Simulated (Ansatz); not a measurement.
# CH6BClSSi: one species, many methods

Aim: compute CH6BClSSi with functionals from several rungs and with coupled cluster. The yardstick is the atomisation energy at the CCSD(T) limit.

The runs use Ansatz 0.2.0, Gaussian basis; functionals in def2-TZVPP, the program's frozen cores in correlated methods.

The runs, in order: PBE-D4, r2SCAN-D4, PBE0-D4, B3LYP-D4, ωB97X-V, ωB97M-V, B2PLYP; CCSD(T)/def2-TZVPP; MP2/def2-QZVPP; extrapolation to the limit.

## 1. The geometry

An earlier PBE0-D4 in a triple-zeta def2 set relaxation fixed the geometry.

SMILES `BS[SiH](C)Cl`, 11 atoms, charge 0, spin multiplicity 1.

Atoms are counted from 1 here; the program's logs count them from 0.

Bond lengths: B1–S2 1.773 Å, B1–H6 1.192 Å, B1–H7 1.196 Å, S2–Si3 2.153 Å, Si3–C4 1.852 Å, Si3–Cl5 2.056 Å, Si3–H8 1.480 Å, C4–H9 1.092 Å, C4–H10 1.092 Å, C4–H11 1.093 Å. Angles: S2–B1–H6 117.3°, S2–B1–H7 121.4°, H6–B1–H7 121.3°, B1–S2–Si3 97.3°, S2–Si3–C4 111.5°, S2–Si3–Cl5 106.6°, S2–Si3–H8 108.9°, C4–Si3–Cl5 109.2°, C4–Si3–H8 112.7°, Cl5–Si3–H8 107.6°, Si3–C4–H9 110.2°, Si3–C4–H10 110.4°, Si3–C4–H11 110.1°, H9–C4–H10 108.7°, H9–C4–H11 108.7°, H10–C4–H11 108.7°.

## 2. PBE-D4 (GGA)

File in.yaml:

```yaml
crystal:
  periodic: [false, false, false]
  atoms:
    - {symbol: B, position_ang: [-1.305742, 1.133305, 1.413437]}
    - {symbol: S, position_ang: [-1.871506, 0.284042, -0.036937]}
    - {symbol: Si, position_ang: [0.039586, 0.100537, -1.011080]}
    - {symbol: C, position_ang: [1.121480, -1.137575, -0.158684]}
    - {symbol: Cl, position_ang: [-0.338314, -0.536609, -2.929054]}
    - {symbol: H, position_ang: [-2.118381, 1.396529, 2.244276]}
    - {symbol: H, position_ang: [-0.156132, 1.432524, 1.551344]}
    - {symbol: H, position_ang: [0.664083, 1.439002, -1.098101]}
    - {symbol: H, position_ang: [1.327887, -0.817350, 0.865164]}
    - {symbol: H, position_ang: [0.632420, -2.113177, -0.127979]}
    - {symbol: H, position_ang: [2.069916, -1.238228, -0.691786]}
basis:
  gaussian: {orbitals: def2-TZVPP}
hamiltonian: {xc: pbe, dispersion: d4}
output: {forces: true, orbitals: {seedname: orbitals}}
```

Run with:

```bash
ansatz run in.yaml --threads 4 --pin off --events-out ev --progress --plain --max-ram 10444MiB
```

After this run come: r2SCAN-D4 (meta-GGA); PBE0-D4 (hybrid); B3LYP-D4 (hybrid); ωB97X-V (range-separated); ωB97M-V (range-separated); B2PLYP (double hybrid); CCSD(T) in def2-TZVPP; MP2 in def2-QZVPP.

Before running them: what should the planned runs give, taken together? Wanted: atomisation energy, CCSD(T)/CBS; farthest; mean size of error, hybrid; mean size of error, range-separated; gap, smallest and largest; T1 diagnostic; triples share of the correlation energy.

As calculated:

```
                               quantity                                 value
        atomisation energy, CCSD(T)/CBS                         3855.3 kJ/mol
 functionals within 19.3 kJ/mol (0.5 %)                     PBE0-D4, B3LYP-D4
                               farthest                 B2PLYP (-47.0 kJ/mol)
             mean size of error, hybrid                           10.1 kJ/mol
    mean size of error, range-separated                           28.1 kJ/mol
              gap, smallest and largest  4.62 eV (PBE-D4), 11.15 eV (ωB97X-V)
                          T1 diagnostic                                0.0123
triples share of the correlation energy                                 4.2 %
```

In words: PBE-D4 is off by +44.8 kJ/mol. Double hybrids carry the basis error of their MP2 part in triple zeta, and no dispersion term here, so their miss is partly the set-up's. Misses under about 19.3 kJ/mol are within the doubt on the reference itself, which lacks core-valence correlation, relativity and higher excitations. Hartree-Fock recovers 77 % of the binding; the rest is correlation. The gap grows from 4.6 to 11.1 eV across the functionals, mostly with the share of exact exchange.
